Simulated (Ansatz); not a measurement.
# GeAsH+ (quartet): from Hartree-Fock to the top rungs, cc-pVTZ

One table from this session's results is given with a row withheld; the runs are named, their logs left out.

Program: Ansatz 0.2.0, Gaussian basis. Level of theory: cc-pVTZ, core rule «outside noble gas», up to 28 orbitals frozen. These are calculated values, not measurements.

To be run: UHF; CCSD(T) on ROHF; CCSD(T) on UHF; BCCD(T) on ROHF; CCSDT(Q) on ROHF; CCSDT(Q) on UHF; CASSCF and MRCISD+Q, 9 electrons in 9 orbitals; CASSCF and NEVPT2, 9 electrons in 9 orbitals.

6 further runs of the same task are left out: 6 set aside as unsound or not needed. Runs told in other sessions of the task aren't counted.

## The system

The geometry is a PBE0/def2-TZVP stationary point (not a proven minimum) of the parent state, kept for this charge and spin. No spin-orbit coupling is included. The filled d shell of Ge, As may be among the frozen orbitals whatever the setting's name suggests.

3 atoms, charge 1, spin multiplicity 4.

Atoms are counted from 1 here; the program's logs count them from 0.

Bond lengths: Ge1–As2 2.430 Å, Ge1–H3 1.598 Å. Angles: As2–Ge1–H3 91.8°.

Coordinates:

```
Ge    0.00000   -0.03684    1.22460
As    0.00000    0.01474   -1.20491
H     0.00000    1.55901    1.30814
```

The first run:

File in.yaml:

```yaml
crystal:
  periodic: [false, false, false]
  atoms:
    - {symbol: Ge, position_ang: [0.000000, -0.036838, 1.224603]}
    - {symbol: As, position_ang: [0.000000, 0.014742, -1.204908]}
    - {symbol: H, position_ang: [0.000000, 1.559010, 1.308135]}
basis:
  gaussian: {orbitals: cc-pVTZ}
total_charge: 1
magnetization: {spin_polarized: true, initial_magnetization: 3}
hamiltonian: {xc: hf}
output: {orbitals: {seedname: orbitals}}
```

The run is started by

```
> ansatz run in.yaml --threads 1 --pin off --events-out ev --progress --plain --max-ram 3968MiB --backend cpu
```

Among the steps run: UHF; CCSD(T) on ROHF; CCSD(T) on UHF; BCCD(T) on ROHF; CCSDT(Q) on ROHF; CCSDT(Q) on UHF; CASSCF and MRCISD+Q, 9 electrons in 9 orbitals; CASSCF and NEVPT2, 9 electrons in 9 orbitals.

One of the session's tables, all rows but one given; the rest of the session is left out.

It belongs to the step «Misses and costs». 

```
          method  from UCCSDT(Q) (meV)
            ROHF               +5519.2
             UHF               +5276.2
            RMP2               +1127.4
            UMP2               +1152.9
           RCCSD                     ?
           UCCSD                +270.3
        RCCSD(T)                 +71.6
        UCCSD(T)                 +55.8
         BCCD(T)                 +70.6
          RCCSDT                 +29.2
          UCCSDT                 +11.8
       RCCSDT(Q)                 +17.4
       UCCSDT(Q)                     0
  CASSCF valence               +3953.8
  NEVPT2 valence                +898.4
  MRCISD valence                +331.2
MRCISD+Q valence                 +51.6
```

Estimate the missing values for RCCSD.

The run gave: from UCCSDT(Q) (meV): +293.0. In the column «from UCCSDT(Q) (meV)» it lies between UCCSD (+270.3) and MRCISD valence (+331.2).

To keep in mind: Restricted and unrestricted rows rest on different reference determinants; a gap between their highest levels can come from leftover correlation error, from unlike frozen cores or from another state.
